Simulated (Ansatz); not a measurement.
# LuSc2N3: what a guessed cell relaxes into

Aim: relax a trial structure of LuSc2N3 and see where it ends.

Program: Ansatz 0.2.0. Level of theory: DFT PBE, scalar-relativistic, plane waves, PAW. These are calculated values, not measurements.

1 further run of the same task is left out (for a known fault of the program).

### 1 The structure to begin with

Symmetry: P4/mmm, No. 123, tetragonal system. The conventional cell has a = 3.782 Å, b = 3.782 Å, c = 6.683 Å, α = 90.00°, β = 90.00°, γ = 90.00°. Around Lu (site symmetry 4/mmm) lie 2 N at 2.25 Å. Around Sc (site symmetry mmm) lie 6 N at 1.89 to 2.18 Å. Around N (site symmetry 4mm) lie 1 N at 2.17 Å and 4 Sc at 2.18 Å and 1 Lu at 2.25 Å. N (site symmetry 4/mmm) has 4 Sc at 1.89 Å as nearest neighbours.

Coordinates:

```
Lu Sc N
1.0
     3.78203    0.00000    0.00000
     0.00000    3.78203    0.00000
     0.00000    0.00000    6.68319
Lu Sc N
1 2 3
Direct
  0.50000 0.50000 0.00000
  0.00000 0.50000 0.50000
  0.50000 0.00000 0.50000
  0.50000 0.50000 0.66259
  0.50000 0.50000 0.33741
  0.00000 0.00000 0.50000
```

A structure generator made this guess: random cell by space group and Wyckoff sites (P4/mmm, No. 123). The dimensions are guesses.

### 2 Probe: one point on a coarse mesh

File input.yaml:

```yaml
crystal:
  lattice:
    - [3.78203044, 0.0, 0.0]
    - [0.0, 3.78203044, 0.0]
    - [0.0, 0.0, 6.68319322]
  atoms:
    - { symbol: Lu, position: [0.5, 0.5, 0.0] }
    - { symbol: Sc, position: [0.0, 0.5, 0.5] }
    - { symbol: Sc, position: [0.5, 0.0, 0.5] }
    - { symbol: "N", position: [0.5, 0.5, 0.66259256] }
    - { symbol: "N", position: [0.5, 0.5, 0.33740744] }
    - { symbol: "N", position: [0.0, 0.0, 0.5] }
basis:
  ecutwfc: 420
kpoints:
  mp_grid: { grid: [4, 4, 4] }
hamiltonian:
  xc: pbe
scf:
  occupations: { method: gaussian, width: 0.1 }
  lower_state_search: "off"
output:
  forces: true
  stress: true
  eigenvalues: true
```

Started as:

```
$ ansatz run input.yaml --threads 1 --pin off --max-ram 2560MiB --backend cpu --events-out ev --progress --plain --runs-dir out
```

The session goes on with these runs: a loose first relaxation; spin check on a coarse mesh; relaxation on the finer mesh; relaxing again on a mesh for the new cell.

What does the calculation give? Wanted: conventional cell; volume; energy over the elements; gap on the mesh.

**Answer**, as computed:

| quantity | value |
| --- | --- |
| symmetry at the end (tolerance 0.05 Å) | space group P4/mmm (No. 123) |
| conventional cell | a = 4.309 Å, b = 4.309 Å, c = 5.718 Å, α = 90.00°, β = 90.00°, γ = 90.00° |
| volume | 17.69 Å³/atom |
| energy over the elements (uncorrected; H, N, O, F and Cl as molecules) | -0.89 eV/atom |
| gap on the mesh | none (metal) |

**Reading.** The space group P4/mmm (No. 123) is kept, and the volume per atom grows by 11.0 % from the first guess. A negative formation energy is needed for stability but isn't enough; other structures and compounds were not set against it here. No finished test with a distortion of lower symmetry is shown, so the end may be a saddle point. Spin-orbit coupling is left out for Lu. Other magnetic orders were not searched.
